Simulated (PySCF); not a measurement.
# C₃H₇NO₂Si: NMR shifts, electronic excitations and K edges in gas and solvents

Aim: compute the NMR shifts, electronic excitations and K edges of C₃H₇NO₂Si (`CO[SiH2]OCC#N`), and see what a dielectric continuum does where one was used.

Computed with PySCF 2.14.0, with density-fitted response routines of our own, on a single molecule, in the gas phase or a continuum. Atoms count from 0, in the outputs and in this text.

## Step 1: The molecule as given

14 atoms, charge 0, multiplicity 1; geometry from: GFN2-xTB. The atoms were then displaced at random by about 0.01 Å, so the start is not that level's minimum.

Bonds of the start (Å): C0–O1 1.42, O1–Si2 1.61, Si2–O3 1.57, O3–C4 1.42, C4–C5 1.46, C5–N6 1.13, C0–H7 1.07, C0–H8 1.11, C0–H9 1.09, Si2–H10 1.48, Si2–H11 1.46, C4–H12 1.09, C4–H13 1.12.

## Step 2: Geometry optimisation at PBE0-D3(BJ)/def2-SVP

What the job is given:

```
{"job": {"xc": "PBE0", "basis": "def2-SVP", "d3": "d3bj", "grid": 1, "shake": 0.01, "kind": "geom"}, "charge": 0, "multiplicity": 1}
C      2.853020     0.528500     0.408420
O      1.444790     0.636940     0.275910
Si     0.370770    -0.549110     0.475970
O     -0.936250     0.278670     0.192150
C     -2.252410    -0.264510     0.234450
C     -3.217970     0.700030    -0.273570
N     -3.959580     1.444800    -0.681420
H      3.251010    -0.230330    -0.238780
H      3.259990     1.516590     0.126910
H      3.112290     0.335650     1.447610
H      0.390300    -1.102020     1.852780
H      0.568520    -1.638430    -0.471850
H     -2.348180    -1.167540    -0.363670
H     -2.543440    -0.504340     1.287370
```

The run is started by

```
$ OMP_NUM_THREADS=1 python probes_run.py task.json out
```

One launch serves the whole session: the jobs run in the order shown.

Standard output:

```text
step   0  E = -612.41728692  max force = 0.085929
step   1  E = -612.43032217  max force = 0.010920
step   2  E = -612.43069465  max force = 0.005153
step   3  E = -612.43076935  max force = 0.001103
step   4  E = -612.43078820  max force = 0.000602
step   5  E = -612.43080300  max force = 0.001120
step   6  E = -612.43081211  max force = 0.000965
step   7  E = -612.43081897  max force = 0.000477
step   8  E = -612.43082346  max force = 0.000343
optimisation converged
```

Run time: 1.9 min. Hardware: 1 thread of Arm Neoverse N1, shared host; peak memory 0.53 GiB.

Relaxation path:

| step | energy from step 0 (eV) | largest force component (eV/Å) |
| --- | --- | --- |
| 0 | 0.0000 | 4.4186 |
| 1 | -0.3547 | 0.5615 |
| 2 | -0.3648 | 0.2650 |
| 3 | -0.3669 | 0.0567 |
| 4 | -0.3674 | 0.0310 |
| 5 | -0.3678 | 0.0576 |
| 6 | -0.3680 | 0.0496 |
| 7 | -0.3682 | 0.0245 |
| 8 | -0.3683 | 0.0176 |

Distances of close pairs at the start and the end, largest changes first:

| bond | before (Å) | after (Å) | change (Å) |
| --- | --- | --- | --- |
| Si2–O3 | 1.573 | 1.663 | +0.090 |
| Si2–H11 | 1.457 | 1.496 | +0.038 |
| O3–C4 | 1.424 | 1.388 | -0.037 |
| C0–H7 | 1.074 | 1.105 | +0.031 |
| O1–Si2 | 1.613 | 1.643 | +0.030 |
| C5–N6 | 1.127 | 1.156 | +0.029 |
| C4–H12 | 1.087 | 1.108 | +0.020 |
| C0–O1 | 1.419 | 1.400 | -0.019 |

The next job starts from the end point, and lists it.

| at the end point | value |
| --- | --- |
| rotational constants (GHz, main isotopes) | 8.495, 0.807, 0.750 |
| dipole moment (D) | 5.21 |

## Step 3: Nuclear shieldings: PBE0/pcSseg-1 in acetone

What the job is given:

```
{"job": {"kind": "nmr", "xc": "PBE0", "basis": "pcSseg-1", "solvent": "acetone", "pop": true}, "charge": 0, "multiplicity": 1}
C      2.920335     0.515952     0.451961
O      1.543387     0.658538     0.242510
Si     0.390276    -0.480976     0.508486
O     -1.034539     0.295537     0.146729
C     -2.299351    -0.274915     0.145731
C     -3.303929     0.706676    -0.277369
N     -4.110369     1.466242    -0.607343
H      3.355105    -0.283892    -0.174795
H      3.414004     1.461346     0.183466
H      3.158816     0.295255     1.508274
H      0.380202    -0.929722     1.934801
H      0.554920    -1.664989    -0.390360
H     -2.372472    -1.138590    -0.543997
H     -2.597972    -0.638637     1.148341
```

Method: GIAO PBE0/pcSseg-1 NMR shielding, non-relativistic, IEF-PCM acetone.

Standard output:

```text
coarse grid: 12456 points
cycle   1  E = -612.5192130760  dE =  8.333e-01  |g| = 9.050e-01  |ddm| = 3.351e+00
cycle   2  E = -612.2579543369  dE =  2.613e-01  |g| = 1.479e+00  |ddm| = 1.662e+00
cycle   3  E = -612.6614653189  dE = -4.035e-01  |g| = 1.610e-01  |ddm| = 1.104e+00
cycle   4  E = -612.6650134057  dE = -3.548e-03  |g| = 9.717e-02  |ddm| = 1.449e-01
cycle   5  E = -612.6669180892  dE = -1.905e-03  |g| = 1.109e-02  |ddm| = 6.546e-02
cycle   6  E = -612.6669408621  dE = -2.277e-05  |g| = 3.496e-03  |ddm| = 1.018e-02
cycle   7  E = -612.6669429941  dE = -2.132e-06  |g| = 1.107e-03  |ddm| = 2.554e-03
final grid: 116568 points
cycle   8  E = -612.7273677913  dE = -1.358e-05  |g| = 1.164e-02  |ddm| = 1.857e-02
cycle   9  E = -612.7273438647  dE =  2.393e-05  |g| = 1.663e-02  |ddm| = 1.552e-02
cycle  10  E = -612.7273911196  dE = -4.725e-05  |g| = 1.247e-03  |ddm| = 9.778e-03
cycle  11  E = -612.7273914449  dE = -3.253e-07  |g| = 3.166e-04  |ddm| = 9.618e-04
cycle  12  E = -612.7273914604  dE = -1.549e-08  |g| = 1.642e-04  |ddm| = 2.892e-04
cycle  13  E = -612.7273914659  dE = -5.488e-09  |g| = 2.586e-05  |ddm| = 1.104e-04
cycle  14  E = -612.7273914660  dE = -1.455e-10  |g| = 5.158e-06  |ddm| = 2.366e-05
converged SCF energy = -612.7273914660

GIAO shielding tensors (ppm)
atom      isotropic    diamagn.    paramagn.     s11        s22        s33       span
  0 C      133.386     239.379    -105.994    105.603    109.396    185.158     79.555
  1 O      326.095     401.402     -75.307    293.152    317.261    367.871     74.718
  2 Si     371.941     881.538    -509.596    344.093    357.883    413.848     69.755
  3 O      319.502     403.881     -84.379    284.633    299.423    374.451     89.818
  4 C      134.693     238.330    -103.637    113.721    115.195    175.163     61.442
  5 C       57.807     258.892    -201.084    -60.389    -58.717    292.528    352.917
  6 N      -25.794     340.359    -366.153   -190.286   -173.452    286.356    476.642
  7 H       27.479      27.181       0.298     23.360     25.180     33.895     10.535
  8 H       27.368      26.731       0.637     23.192     25.164     33.748     10.556
  9 H       27.470      26.714       0.756     23.399     25.180     33.832     10.433
 10 H       26.400      30.303      -3.903     23.316     24.778     31.106      7.790
 11 H       26.402      30.837      -4.435     23.345     24.801     31.060      7.715
 12 H       26.526      25.433       1.092     21.730     26.321     31.526      9.797
 13 H       26.528      24.317       2.211     21.649     26.271     31.663     10.014
```

Run time: 36 s. Hardware: 1 thread of Arm Neoverse N1, shared host; peak memory 0.9 GiB.

Shifts follow as δ = σ(reference) − σ, with reference shieldings (ppm) from runs at the same level and on the same kind of geometry: 1H TMS 31.24, 13C TMS 185.4, 29Si TMS 351.8, 15N NH3 268.4, 17O H2O 342.8. The references are single molecules in the same continuum, so shifts against H2O, NH3, PH3, H3PO4 or CFCl3 are not on the usual liquid scales and can be off by tens of ppm. Atoms listed in one row are averaged.

| atoms | environment | σ (ppm) | δ (ppm) |
| --- | --- | --- | --- |
| C5 | nitrile carbon | 57.8 | 127.6 |
| C0 | methyl carbon bonded to O | 133.4 | 52.0 |
| C4 | sp3 CH2 bonded to O, α to a nitrile | 134.7 | 50.7 |
| H10, H11 | hydrogen on a silicon bonded to 2 O | 26.40 | 4.84 |
| H12, H13 | hydrogen on an sp3 CH2 bonded to O, α to a nitrile | 26.53 | 4.71 |
| H7, H8, H9 | hydrogen on a methyl carbon bonded to O | 27.44 | 3.80 |
| O3 | oxygen bonded to C, Si | 319.5 | 23.3 |
| O1 | oxygen bonded to C, Si | 326.1 | 16.7 |
| Si2 | silicon bonded to 2 O, 2 H | 371.9 | -20.2 |
| N6 | nitrile nitrogen | -25.8 | 294.2 |

Charges from the same density, by scheme (e):

| atoms | Mulliken | IAO | Hirshfeld | ESP fit |
| --- | --- | --- | --- | --- |
| C0 | -0.03 | -0.20 | -0.03 | -0.09 |
| O1 | -0.65 | -0.65 | -0.24 | -0.44 |
| Si2 | 0.97 | 1.21 | 0.46 | 0.79 |
| O3 | -0.65 | -0.63 | -0.23 | -0.46 |
| C4 | 0.15 | -0.08 | 0.05 | 0.04 |
| C5 | 0.07 | 0.17 | 0.10 | 0.41 |
| N6 | -0.32 | -0.29 | -0.27 | -0.53 |

Mayer bond orders: C0–O1 0.88, O1–Si2 1.00, Si2–O3 0.91, O3–C4 0.92, C4–C5 0.99, C5–N6 3.06.

## Step 4: Nuclear shieldings: PBE0/pcSseg-1 in tetrahydrofuran

Settings changed since step 3:

```diff
@@ -1,2 +1,2 @@
-{"job": {"kind": "nmr", "xc": "PBE0", "basis": "pcSseg-1", "solvent": "acetone", "pop": true}, "charge": 0, "multiplicity": 1}
+{"job": {"kind": "nmr", "xc": "PBE0", "basis": "pcSseg-1", "solvent": "tetrahydrofuran", "pop": false}, "charge": 0, "multiplicity": 1}
 C      2.920335     0.515952     0.451961
```

Method: GIAO PBE0/pcSseg-1 NMR shielding, non-relativistic, IEF-PCM tetrahydrofuran.

Standard output:

```text
coarse grid: 12456 points
cycle   1  E = -612.5150644809  dE =  8.374e-01  |g| = 9.089e-01  |ddm| = 3.351e+00
cycle   2  E = -612.2422489934  dE =  2.728e-01  |g| = 1.500e+00  |ddm| = 1.697e+00
cycle   3  E = -612.6589911245  dE = -4.167e-01  |g| = 1.665e-01  |ddm| = 1.133e+00
cycle   4  E = -612.6627871247  dE = -3.796e-03  |g| = 1.003e-01  |ddm| = 1.498e-01
cycle   5  E = -612.6648212620  dE = -2.034e-03  |g| = 1.138e-02  |ddm| = 6.808e-02
cycle   6  E = -612.6648451793  dE = -2.392e-05  |g| = 3.655e-03  |ddm| = 1.039e-02
cycle   7  E = -612.6648474722  dE = -2.293e-06  |g| = 1.170e-03  |ddm| = 2.688e-03
final grid: 116568 points
cycle   8  E = -612.7252779453  dE = -1.349e-05  |g| = 1.167e-02  |ddm| = 1.860e-02
cycle   9  E = -612.7252535332  dE =  2.441e-05  |g| = 1.673e-02  |ddm| = 1.562e-02
cycle  10  E = -612.7253013497  dE = -4.782e-05  |g| = 1.272e-03  |ddm| = 9.890e-03
cycle  11  E = -612.7253016880  dE = -3.383e-07  |g| = 3.329e-04  |ddm| = 9.900e-04
cycle  12  E = -612.7253017056  dE = -1.757e-08  |g| = 1.667e-04  |ddm| = 3.006e-04
cycle  13  E = -612.7253017113  dE = -5.673e-09  |g| = 2.597e-05  |ddm| = 1.120e-04
cycle  14  E = -612.7253017114  dE = -1.428e-10  |g| = 5.256e-06  |ddm| = 2.405e-05
converged SCF energy = -612.7253017114

GIAO shielding tensors (ppm)
atom      isotropic    diamagn.    paramagn.     s11        s22        s33       span
  0 C      133.433     239.358    -105.925    105.754    109.544    185.001     79.247
  1 O      325.627     401.225     -75.598    292.297    317.018    367.566     75.269
  2 Si     372.338     881.518    -509.180    344.550    357.286    415.177     70.627
  3 O      318.647     403.725     -85.079    284.008    298.549    373.383     89.375
  4 C      134.835     238.294    -103.459    113.934    115.335    175.235     61.301
  5 C       58.587     258.794    -200.207    -59.079    -57.862    292.703    351.782
  6 N      -28.526     340.136    -368.662   -194.126   -177.537    286.085    480.212
  7 H       27.512      27.218       0.294     23.390     25.222     33.924     10.534
  8 H       27.360      26.730       0.630     23.193     25.159     33.729     10.536
  9 H       27.503      26.748       0.755     23.428     25.220     33.859     10.431
 10 H       26.409      30.302      -3.893     23.332     24.790     31.106      7.774
 11 H       26.412      30.840      -4.428     23.363     24.814     31.060      7.697
 12 H       26.603      25.528       1.074     21.806     26.414     31.589      9.784
 13 H       26.604      24.407       2.198     21.722     26.364     31.726     10.004
```

Wall time 32 s (1 thread of Arm Neoverse N1, shared host); peak memory 0.9 GiB.

This run: δ C5 126.7, C0 51.8, C4 50.4, O3 23.2, H10 4.83, H12 4.64 ppm (means over like atoms).

## Step 5: Ultraviolet spectrum: CAM-B3LYP/def2-SVPD

Settings changed since step 4:

```diff
@@ -1,2 +1,2 @@
-{"job": {"kind": "nmr", "xc": "PBE0", "basis": "pcSseg-1", "solvent": "tetrahydrofuran", "pop": false}, "charge": 0, "multiplicity": 1}
+{"job": {"kind": "uv", "xc": "CAM-B3LYP", "basis": "def2-SVPD", "dynamic": true, "nstates": 6, "ntriplets": 0}, "charge": 0, "multiplicity": 1}
 C      2.920335     0.515952     0.451961
```

With the program's defaults for keys left out, this is: TDDFT CAM-B3LYP/def2-SVPD, vertical, gas phase, core orbitals frozen in the response.

Standard output:

```text
coarse grid: 12456 points
cycle   1  E = -612.5123028169  dE =  8.901e-01  |g| = 9.664e-01  |ddm| = 5.003e+00
cycle   2  E = -612.2855236336  dE =  2.268e-01  |g| = 1.471e+00  |ddm| = 2.331e+00
cycle   3  E = -612.6998271601  dE = -4.143e-01  |g| = 1.290e-01  |ddm| = 1.365e+00
cycle   4  E = -612.7014562748  dE = -1.629e-03  |g| = 9.870e-02  |ddm| = 1.997e-01
cycle   5  E = -612.7034090035  dE = -1.953e-03  |g| = 1.101e-02  |ddm| = 1.071e-01
cycle   6  E = -612.7034366613  dE = -2.766e-05  |g| = 2.979e-03  |ddm| = 2.189e-02
cycle   7  E = -612.7034385180  dE = -1.857e-06  |g| = 1.153e-03  |ddm| = 5.763e-03
final grid: 116568 points
cycle   8  E = -612.8067031960  dE = -2.264e-05  |g| = 3.057e-03  |ddm| = 4.812e-02
cycle   9  E = -612.8067028745  dE =  3.216e-07  |g| = 3.495e-03  |ddm| = 7.855e-03
cycle  10  E = -612.8067050783  dE = -2.204e-06  |g| = 4.114e-04  |ddm| = 3.008e-03
cycle  11  E = -612.8067051103  dE = -3.200e-08  |g| = 1.541e-04  |ddm| = 5.594e-04
cycle  12  E = -612.8067051143  dE = -4.029e-09  |g| = 7.418e-05  |ddm| = 2.804e-04
cycle  13  E = -612.8067051155  dE = -1.139e-09  |g| = 2.102e-05  |ddm| = 7.775e-05
cycle  14  E = -612.8067051155  dE = -9.209e-11  |g| = 2.251e-06  |ddm| = 2.967e-05
converged SCF energy = -612.8067051155

Static polarisability (au): isotropic 73.306, principal 60.782 66.956 92.181

Singlet excitations
state   eV       nm        f      main configurations
  1   7.0929    174.8   0.00022   H->L 0.51, H-1->L 0.22
  2   7.2412    171.2   0.00062   H->L 0.26, H-1->L 0.19, H->L+1 0.08
  3   7.6459    162.2   0.01099   H->L+1 0.22, H-1->L 0.20, H-3->L 0.14
  4   7.7853    159.3   0.00119   H->L+2 0.37, H-1->L 0.25, H->L+3 0.10
  5   7.9032    156.9   0.01090   H-3->L+4 0.21, H-1->L+4 0.18, H-4->L 0.16
  6   8.1282    152.5   0.01011   H-4->L+4 0.38, H-1->L+2 0.19, H->L+1 0.10
```

Wall time 91 s (1 thread of Arm Neoverse N1, shared host); peak memory 0.98 GiB.

Frontier orbitals and where they lie:

| orbital | eV | atoms |
| --- | --- | --- |
| HOMO−3 | -11.28 | N6 36 %, C5 29 %, O3 7 % |
| HOMO−2 | -10.77 | O1 50 %, C0 16 %, H8 9 % |
| HOMO−1 | -10.35 | O3 36 %, O1 13 %, C4 11 % |
| HOMO | -9.97 | O1 40 %, Si2 16 %, H11 10 % |
| LUMO | 0.53 | Si2 19 %, C4 14 %, C5 9 % |
| LUMO+1 | 0.98 | Si2 33 %, C0 17 %, H7 6 % |
| LUMO+2 | 1.18 | Si2 18 %, O3 12 %, C5 11 % |

With each of the 6 states as a Gaussian band of 0.4 eV half-width at 1/e, the curve within the window shown has maxima at 157 nm (ε 1,100) L/(mol cm). Beyond the last state computed it falls off for lack of states. The curve at chosen wavelengths:

nm, ε (L/mol/cm) and a bar:
```
      147        325 #########
      149        517 ##############
      150        621 #################
      152        820 #######################
      154        977 ###########################
      156       1067 ##############################
      157       1081 ##############################
      159       1053 #############################
      161        956 ###########################
      162        889 #########################
      164        733 ####################
      166        568 ################
      168        416 ###########
      169        349 ##########
      171        237 #######
      173        156 ####
      175        100 ###
      176         79 ##
      178         50 #
      180         31 #
      181         24 #
      183         15 
      185          9 
      187          5 
      188          4 
      190          2
```

Leading natural transition orbitals of singlet state 3: the hole lies on O1, O3 about 22 % each; H10, H11 about 17 % each; the particle on H10, H11 about 15 % each; O3 12 %; Si2 9 %.

Leading natural transition orbitals of singlet state 1: the hole lies on O3 28 %; H10, H11 about 14 % each; O1 12 %; the particle on H10, H11 about 13 % each; N6 11 %; Si2 11 %.

Further results of this job:

| property | computed |
| --- | --- |
| dipole moment (D) | 5.46 |
| polarisability (Å³) | 10.86 |
| HOMO–LUMO gap (eV) | 10.51 |
| −ε(HOMO) (eV) | 9.97 |
| C6 with itself (au) | 2277 |

Orbitals, density, ELF and potential are computed afterwards from the orbital file.

Frontier orbitals at CAM-B3LYP/def2-SVPD, with the share of their density that lies nearest to each atom:

| orbital | energy (eV) | lies on |
| --- | --- | --- |
| HOMO | -9.97 | O1 42 %; H10, H11 about 16 % each; O3 7 % |
| LUMO | 0.53 | 4 H atoms about 13 % each; Si2 8 %; N6 7 % |

ELF in a plane through or near 8 of the atoms.

Values, 10 rows by 14 columns:
```
0.00 0.00 0.00 0.00 0.00 0.00 0.00 0.00 0.00 0.00 0.00 0.00 0.00 0.00
0.00 0.00 0.00 0.00 0.00 0.00 0.00 0.00 0.00 0.00 0.00 0.00 0.00 0.00
0.00 0.00 0.00 0.00 0.00 0.01 0.05 0.04 0.00 0.01 0.00 0.00 0.00 0.00
0.00 0.00 0.00 0.02 0.01 0.03 0.39 0.21 0.01 0.19 0.05 0.00 0.00 0.00
0.00 0.00 0.01 0.19 0.22 0.14 0.46 0.10 0.27 0.52 0.19 0.02 0.00 0.00
0.00 0.00 0.01 0.35 0.10 0.70 0.63 0.66 0.36 0.41 0.69 0.66 0.20 0.00
0.00 0.00 0.18 0.99 0.65 0.82 0.67 0.26 0.82 0.18 0.29 0.65 0.62 0.01
0.00 0.00 0.24 1.00 0.31 0.21 0.24 0.01 0.05 0.11 0.63 0.73 0.86 0.02
0.00 0.00 0.00 0.13 0.01 0.00 0.00 0.00 0.00 0.01 0.31 0.77 0.61 0.00
0.00 0.00 0.00 0.00 0.00 0.00 0.00 0.00 0.00 0.00 0.00 0.02 0.00 0.00
```
The map spans 13.5 Å across and 8.5 Å up, centred on the molecule. Atoms in the plane (x, y in Å): C0 (-2.9, -0.5), O1 (-1.5, -0.7), Si2 (-0.4, 0.5), O3 (1.0, -0.3), C4 (2.3, 0.2), C5 (3.3, -0.8), N6 (4.1, -1.7), H8 (-3.4, -1.4).

log10 of the density (e/Å³) in the same plane.

Ten even steps from '0' (-4.0) to '9' (2.0):
```
0000000000000000000000000000
0000000000000000000000000000
0000000000011110000000000000
0000000000122221111100000000
0000000011233332222211000000
0000001122344443233322100000
0000122223345554344432100000
0000223433455654456543210000
0001234554457865566654321000
0001245665567867769755432100
0001346776776568866766543200
0001346777876567766697654310
0001346766776456655677764310
0001346655554334444567975320
0001245544443223333456765320
0000233432222111123355654310
0000112221111000012344443210
0000001100000000001123332100
0000000000000000000011221000
0000000000000000000000000000
```
The map spans 13.5 Å across and 8.5 Å up, centred on the molecule. Atoms in the plane (x, y in Å): C0 (-2.9, -0.5), O1 (-1.5, -0.7), Si2 (-0.4, 0.5), O3 (1.0, -0.3), C4 (2.3, 0.2), C5 (3.3, -0.8), N6 (4.1, -1.7), H8 (-3.4, -1.4).

On the surface of density 0.002 e/bohr³ the electrostatic potential runs, from the 1st to the 99th percentile, from -1.72 V near N6 to 1.81 V near H13.

## Step 6: Ultraviolet spectrum: CAM-B3LYP/def2-SVPD in acetone

Settings changed since step 5:

```diff
@@ -1,2 +1,2 @@
-{"job": {"kind": "uv", "xc": "CAM-B3LYP", "basis": "def2-SVPD", "dynamic": true, "nstates": 6, "ntriplets": 0}, "charge": 0, "multiplicity": 1}
+{"job": {"kind": "uv", "xc": "CAM-B3LYP", "basis": "def2-SVPD", "solvent": "acetone", "nstates": 6, "ntriplets": 0}, "charge": 0, "multiplicity": 1}
 C      2.920335     0.515952     0.451961
```

Level: TDDFT CAM-B3LYP/def2-SVPD, vertical, IEF-PCM acetone (non-equilibrium linear response), core orbitals frozen in the response.

Standard output:

```text
coarse grid: 12456 points
cycle   1  E = -612.5461991026  dE =  8.567e-01  |g| = 9.284e-01  |ddm| = 5.007e+00
cycle   2  E = -612.3899807633  dE =  1.562e-01  |g| = 1.319e+00  |ddm| = 2.186e+00
cycle   3  E = -612.7154072454  dE = -3.254e-01  |g| = 9.503e-02  |ddm| = 1.193e+00
cycle   4  E = -612.7162821544  dE = -8.749e-04  |g| = 7.557e-02  |ddm| = 1.631e-01
cycle   5  E = -612.7174136388  dE = -1.131e-03  |g| = 1.015e-02  |ddm| = 8.440e-02
cycle   6  E = -612.7174367918  dE = -2.315e-05  |g| = 2.511e-03  |ddm| = 2.024e-02
cycle   7  E = -612.7174382268  dE = -1.435e-06  |g| = 7.933e-04  |ddm| = 5.197e-03
final grid: 116568 points
cycle   8  E = -612.8206513254  dE = -2.281e-05  |g| = 2.868e-03  |ddm| = 4.726e-02
cycle   9  E = -612.8206512162  dE =  1.092e-07  |g| = 3.147e-03  |ddm| = 7.638e-03
cycle  10  E = -612.8206530162  dE = -1.800e-06  |g| = 3.766e-04  |ddm| = 2.807e-03
cycle  11  E = -612.8206530426  dE = -2.634e-08  |g| = 1.382e-04  |ddm| = 5.146e-04
cycle  12  E = -612.8206530466  dE = -4.054e-09  |g| = 3.726e-05  |ddm| = 2.658e-04
cycle  13  E = -612.8206530469  dE = -2.590e-10  |g| = 1.990e-05  |ddm| = 5.296e-05
converged SCF energy = -612.8206530469

Static polarisability (au): isotropic 91.523, principal 80.483 85.924 108.161

Singlet excitations
state   eV       nm        f      main configurations
  1   7.0974    174.7   0.00026   H-1->L 0.46, H->L 0.27
  2   7.3431    168.8   0.00073   H->L+1 0.31, H->L 0.27, H-3->L 0.10
  3   7.6187    162.7   0.01159   H->L+1 0.40, H->L 0.18, H->L+4 0.12
  4   7.8967    157.0   0.00051   H-1->L 0.35, H-3->L 0.13
  5   7.9796    155.4   0.00819   H-5->L 0.26, H-3->L+3 0.23, H-1->L+3 0.23
  6   8.1622    151.9   0.00547   H-1->L+1 0.42, H-1->L+2 0.13
```

Run time: 66 s. Hardware: 1 thread of Arm Neoverse N1, shared host; peak memory 0.99 GiB.

In short: HOMO -9.68 eV, LUMO 0.81 eV; lowest singlet 7.10 eV.

(Part 1 of 2 ends here.)
